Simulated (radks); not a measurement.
**The first electron to leave Hg**

An exercise on one series of results from a longer session: the logs are not shown, and one member is left open.

Method: scalar-relativistic Kohn-Sham, LDA (Slater exchange, Perdew-Wang correlation), spin-polarised, spherical densities, finite nucleus; open shells are filled with parallel spins first. Code: radks (a radial shooting solver on a logarithmic mesh, Libxc functionals) version 1.

2 further runs of the same task are left out: 2 set aside as unsound or not needed.

## Starting point

- element: mercury (Z = 80)
- charge: 0
- electrons: 80
- configuration: [Hg]
- nuclear rms radius: 5.4648 fm

Outer shells as boxes (Hund's rule):

Hg
```
[Xe] core
4f [↑↓][↑↓][↑↓][↑↓][↑↓][↑↓][↑↓]
5d [↑↓][↑↓][↑↓][↑↓][↑↓]
6s [↑↓]
```

Set-up of the first run:

Settings of this run:

```text
Z 80
configuration [Hg]
relativity scalar-relativistic
functional lda,pw
spin polarised
nucleus finite rms 5.4648 fm
c 137.035999084
```

Steps of the session up to this table: The parent, Hg.

One table of the session follows, with a row left open; its other results are not shown here.

It belongs to the step «The parent, Hg». From the orbitals of this run (lengths in bohr):

| level | <r> | outermost maximum (interpolated) | 90 % within | nodes |
| --- | --- | --- | --- | --- |
| 4s | 0.3996 | 0.376 | 0.573 | 3 |
| 4p | 0.4258 | 0.396 | 0.617 | 2 |
| 4d | 0.4492 | 0.403 | 0.670 | 1 |
| 5s | ? | ? | ? | ? |
| 4f | 0.4826 | 0.366 | 0.772 | 0 |
| 5p | 1.039 | 0.927 | 1.51 | 3 |
| 5d | 1.501 | 1.16 | 2.35 | 2 |
| 6s | 2.679 | 2.20 | 4.02 | 5 |

Q: Estimate the row for 5s from the others.

**Answer.** <r>: 0.9006; outermost maximum (interpolated): 0.827; 90 % within: 1.29; nodes: 4. In the column «<r>» it lies between 4f (0.4826) and 5p (1.039).
